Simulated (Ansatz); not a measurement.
# HfO: the cost of one run

The runs use Ansatz 0.2.0, Gaussian basis; def2-QZVPP, core rule «outside noble gas», up to 5 orbitals frozen.

Plan: UHF; ROHF; CCSD(T) on UHF.

2 further runs of the same task are left out: 2 set aside as unsound or not needed.

### Step 1. The geometry

The geometry is a PBE0/def2-TZVP stationary point (not a proven minimum) of the parent state, kept for this charge and spin. No spin-orbit coupling is included. Elements past krypton take def2 core potentials.

2 atoms, charge 1, spin multiplicity 2.

Atoms are counted from 1 here; the program's logs count them from 0.

Bond lengths: Hf1–O2 1.741 Å.

### Step 2. UHF

in.yaml reads:

```yaml
crystal:
  periodic: [false, false, false]
  atoms:
    - {symbol: Hf, position_ang: [0.000000, 0.000000, 0.000000]}
    - {symbol: O, position_ang: [0.000000, 0.000000, 1.741200]}
basis:
  gaussian: {orbitals: "def2-QZVPP.json"}
total_charge: 1
magnetization: {spin_polarized: true, initial_magnetization: 1}
hamiltonian: {xc: hf}
output: {orbitals: {seedname: orbitals}}
```

Command:

```
$ ansatz run in.yaml --threads 1 --pin off --events-out ev --progress --plain --max-ram 4096MiB --backend cpu
```

**Question.** How long does this run take on 1 thread of AMD EPYC 7R13, shared host, and how much memory does it need?

About 8.5 s, with a peak of 0.31 GiB.
